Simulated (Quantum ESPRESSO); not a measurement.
## NbTe in Quantum ESPRESSO: the effect of functional

The system is NbTe.

```
CELL_PARAMETERS angstrom
3.42570 0.00000 0.00000
0.00000 3.42570 0.00000
0.00000 0.00000 3.42570
ATOMIC_POSITIONS crystal
Nb 0.50000 0.50000 0.50000
Te 0.00000 0.00000 0.00000
```

The cell was built by a generator and needn't be a form met in nature.

Alike in all runs:

| Property | Result |
| --- | --- |
| Program | Quantum ESPRESSO 7.5 |
| Task | phonon dispersion |
| Cutoff | 612 eV |
| Density cutoff | 4898 eV |
| k mesh | 6 × 6 × 6 |
| Occupations | cold, width 0.2 eV |
| Spin | no spin polarisation |

Each run relaxes the cell or the atoms first.

```csv
functional,potentials or basis,relaxed volume (Å³/atom),highest phonon frequency (cm⁻¹)
LDA,GBRV 1.5 LDA,19.23,169
PBE,GBRV 1.5 PBE,?,?
PBEsol,GBRV 1.5 PBEsol,19.54,166
```

Task: What does the run with functional PBE give?

Result: Relaxed volume 20.26 Å³/atom; highest phonon frequency 158 cm⁻¹.

Caveats: the mesh is thin for the phonons of a metal.
